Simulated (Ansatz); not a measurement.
# C3H9GeN: one species, many methods

An exercise on one series of results from a longer session: the logs are not shown, and one member is left open.

Method: functionals in def2-TZVPP, the program's frozen cores in correlated methods; program: Ansatz 0.2.0, Gaussian basis.

Plan: LDA (SPW92), PBE-D4, revPBE-D4, BLYP-D4, r2SCAN-D4, B97M-V, PBE0-D4, B3LYP-D4, r2SCANh-D4, r2SCAN0-D4, HSE06-D4, BHLYP-D4, CAM-B3LYP-D4, LC-ωPBE, ωB97X-V, ωB97M-V, B2PLYP, PBE-QIDH; CCSD(T)/def2-SVP; CCSD(T)/def2-TZVPP; MP2/def2-QZVPP; extrapolation to the limit; RPA on PBE.

## The geometry

An earlier PBE0-D4 in a triple-zeta def2 set relaxation fixed the geometry.

14 atoms, charge 0, spin multiplicity 1.

Atoms are counted from 1 here; the program's logs count them from 0.

Bond lengths: C1–C2 1.338 Å, C1–H6 1.081 Å, C1–H7 1.082 Å, C2–N3 1.375 Å, C2–H8 1.088 Å, N3–C4 1.441 Å, N3–Ge5 1.844 Å, C4–H9 1.099 Å, C4–H10 1.092 Å, C4–H11 1.096 Å, Ge5–H12 1.543 Å, Ge5–H13 1.536 Å, Ge5–H14 1.534 Å. Angles: C2–C1–H6 119.4°, C2–C1–H7 123.1°, H6–C1–H7 117.6°, C1–C2–N3 127.1°, C1–C2–H8 119.1°, N3–C2–H8 113.8°, C2–N3–C4 117.5°, C2–N3–Ge5 120.5°, C4–N3–Ge5 119.7°, N3–C4–H9 112.2°, N3–C4–H10 110.2°, N3–C4–H11 110.3°, H9–C4–H10 108.4°, H9–C4–H11 107.7°, H10–C4–H11 108.0°, N3–Ge5–H12 111.5°, N3–Ge5–H13 106.9°, N3–Ge5–H14 106.5° and more.

The first run:

in.yaml reads:

```yaml
crystal:
  periodic: [false, false, false]
  atoms:
    - {symbol: C, position_ang: [-1.626181, 1.444449, -0.305871]}
    - {symbol: C, position_ang: [-1.044160, 0.259257, -0.521977]}
    - {symbol: N, position_ang: [0.216205, -0.128953, -0.133608]}
    - {symbol: C, position_ang: [1.007942, 0.822789, 0.603921]}
    - {symbol: Ge, position_ang: [0.680260, -1.913368, -0.114688]}
    - {symbol: H, position_ang: [-2.613540, 1.630944, -0.704010]}
    - {symbol: H, position_ang: [-1.151059, 2.242861, 0.248488]}
    - {symbol: H, position_ang: [-1.585784, -0.501201, -1.079860]}
    - {symbol: H, position_ang: [0.554445, 1.080153, 1.570814]}
    - {symbol: H, position_ang: [2.005623, 0.420310, 0.788505]}
    - {symbol: H, position_ang: [1.118179, 1.750093, 0.030365]}
    - {symbol: H, position_ang: [0.373645, -2.564232, 1.250554]}
    - {symbol: H, position_ang: [2.191185, -1.983567, -0.382774]}
    - {symbol: H, position_ang: [-0.139759, -2.588834, -1.221061]}
basis:
  gaussian: {orbitals: def2-TZVPP}
hamiltonian: {xc: lda}
output: {orbitals: {seedname: orbitals}}
```

Started as:

```bash
> ansatz run in.yaml --threads 4 --pin off --events-out ev --progress --plain --max-ram 11315MiB
```

Among the steps run: LDA; PBE-D4 (GGA); revPBE-D4 (GGA); BLYP-D4 (GGA); r2SCAN-D4 (meta-GGA); B97M-V (meta-GGA); PBE0-D4 (hybrid); B3LYP-D4 (hybrid); r2SCANh-D4 (hybrid); r2SCAN0-D4 (hybrid); HSE06-D4 (hybrid); BHLYP-D4 (hybrid); CAM-B3LYP-D4 (range-separated); LC-ωPBE (range-separated); ωB97X-V (range-separated); ωB97M-V (range-separated); B2PLYP (double hybrid); PBE-QIDH (double hybrid).

One of the session's tables, all rows but one given; the rest of the session is left out.

It belongs to the step «Frontier levels by functional». 

```
  functional  HOMO (eV)  LUMO (eV)  gap (eV)
 LDA (SPW92)      -4.87      -0.73      4.13
      PBE-D4      -4.71      -0.45      4.26
   revPBE-D4          ?          ?         ?
     BLYP-D4      -4.56      -0.34      4.23
   r2SCAN-D4      -4.88      -0.10      4.78
      B97M-V      -4.96      -0.29      4.67
     PBE0-D4      -5.78       0.41      6.19
    B3LYP-D4      -5.58       0.17      5.75
  r2SCANh-D4      -5.29       0.20      5.49
  r2SCAN0-D4      -5.91       0.62      6.53
    HSE06-D4      -5.39       0.03      5.42
    BHLYP-D4      -6.75       1.24      7.99
CAM-B3LYP-D4      -7.05       1.37      8.42
     LC-ωPBE      -8.34       2.60     10.94
     ωB97X-V      -8.02       2.41     10.43
     ωB97M-V      -7.95       2.13     10.08
```

Q: Estimate the row for revPBE-D4 from the others.

The run gave: HOMO (eV): -4.64; LUMO (eV): -0.31; gap (eV): 4.33. In the column «HOMO (eV)» it lies between PBE-D4 (-4.71) and BLYP-D4 (-4.56).
